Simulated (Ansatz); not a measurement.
# C₃H₈SSi: a ladder of functionals and wavefunction methods

The task here is to estimate one member of a computed series from the others.

Program: Ansatz 0.2.0, Gaussian basis. Level of theory: functionals in def2-TZVPP, the program's frozen cores in correlated methods. These are calculated values, not measurements.

The runs, in order: LDA (SPW92), PBE-D4, revPBE-D4, BLYP-D4, r2SCAN-D4, B97M-V, PBE0-D4, B3LYP-D4, r2SCANh-D4, r2SCAN0-D4, HSE06-D4, BHLYP-D4, CAM-B3LYP-D4, LC-ωPBE, ωB97X-V, ωB97M-V, B2PLYP, PBE-QIDH; CCSD(T)/def2-SVP; CCSD(T)/def2-TZVPP; MP2/def2-QZVPP; extrapolation to the limit; RPA on PBE.

### The relaxed structure

All runs share one geometry, relaxed beforehand with PBE0-D4 in a triple-zeta def2 set.

SMILES `C=C[SiH](C)S`, 13 atoms, charge 0, spin multiplicity 1.

Atoms are counted from 1 here; the program's logs count them from 0.

Bond lengths: C1–C2 1.331 Å, C1–H6 1.087 Å, C1–H7 1.087 Å, C2–Si3 1.856 Å, C2–H8 1.089 Å, Si3–C4 1.864 Å, Si3–S5 2.147 Å, Si3–H9 1.489 Å, C4–H10 1.092 Å, C4–H11 1.093 Å, C4–H12 1.092 Å, S5–H13 1.343 Å. Angles: C2–C1–H6 122.4°, C2–C1–H7 121.5°, H6–C1–H7 116.1°, C1–C2–Si3 122.4°, C1–C2–H8 118.5°, Si3–C2–H8 119.1°, C2–Si3–C4 112.8°, C2–Si3–S5 110.5°, C2–Si3–H9 106.9°, C4–Si3–S5 105.1°, C4–Si3–H9 111.1°, S5–Si3–H9 110.4°, Si3–C4–H10 110.8°, Si3–C4–H11 110.2°, Si3–C4–H12 110.9°, H10–C4–H11 108.3°, H10–C4–H12 108.2°, H11–C4–H12 108.3° and more.

The first run:

Contents of in.yaml:

```yaml
crystal:
  periodic: [false, false, false]
  atoms:
    - {symbol: C, position_ang: [-1.448510, 1.681903, 0.560019]}
    - {symbol: C, position_ang: [-0.513930, 0.777103, 0.840526]}
    - {symbol: Si, position_ang: [0.391469, -0.160911, -0.480860]}
    - {symbol: C, position_ang: [0.243773, -2.008804, -0.284898]}
    - {symbol: S, position_ang: [2.497776, 0.245365, -0.383976]}
    - {symbol: H, position_ang: [-1.976068, 2.233102, 1.333719]}
    - {symbol: H, position_ang: [-1.728069, 1.911324, -0.464992]}
    - {symbol: H, position_ang: [-0.266381, 0.591804, 1.884948]}
    - {symbol: H, position_ang: [-0.164716, 0.286552, -1.787761]}
    - {symbol: H, position_ang: [0.629275, -2.328450, 0.685990]}
    - {symbol: H, position_ang: [-0.803461, -2.312173, -0.354433]}
    - {symbol: H, position_ang: [0.804815, -2.529605, -1.063979]}
    - {symbol: H, position_ang: [2.354428, 1.578088, -0.469404]}
basis:
  gaussian: {orbitals: def2-TZVPP}
hamiltonian: {xc: lda}
output: {orbitals: {seedname: orbitals}}
```

Steps of the session up to this table: LDA; PBE-D4 (GGA); revPBE-D4 (GGA); BLYP-D4 (GGA); r2SCAN-D4 (meta-GGA); B97M-V (meta-GGA); PBE0-D4 (hybrid); B3LYP-D4 (hybrid); r2SCANh-D4 (hybrid); r2SCAN0-D4 (hybrid); HSE06-D4 (hybrid); BHLYP-D4 (hybrid); CAM-B3LYP-D4 (range-separated); LC-ωPBE (range-separated); ωB97X-V (range-separated); ωB97M-V (range-separated); B2PLYP (double hybrid); PBE-QIDH (double hybrid).

One table of the session follows, with a row left open; its other results are not shown here.

It belongs to the step «Orbital energies across the functionals». 

| functional | HOMO (eV) | gap (eV) |
| --- | --- | --- |
| LDA (SPW92) | -6.10 | 4.27 |
| PBE-D4 | -5.99 | 4.39 |
| revPBE-D4 | -5.95 | 4.43 |
| BLYP-D4 | -5.83 | 4.39 |
| r2SCAN-D4 | -6.27 | 4.87 |
| B97M-V | -6.36 | 5.01 |
| PBE0-D4 | -7.20 | 6.58 |
| B3LYP-D4 | -6.96 | 6.13 |
| r2SCANh-D4 | -6.72 | 5.67 |
| r2SCAN0-D4 | -7.39 | 6.88 |
| HSE06-D4 | -6.80 | 5.80 |
| BHLYP-D4 | -8.27 | 8.75 |
| CAM-B3LYP-D4 | -8.52 | 9.05 |
| LC-ωPBE | -9.92 | 11.59 |
| ωB97X-V | ? | ? |
| ωB97M-V | -9.40 | 10.84 |

Q: Estimate the row for ωB97X-V from the others.

The run gave: HOMO (eV): -9.56; gap (eV): 11.15. In the column «HOMO (eV)» it lies between LC-ωPBE (-9.92) and ωB97M-V (-9.40).
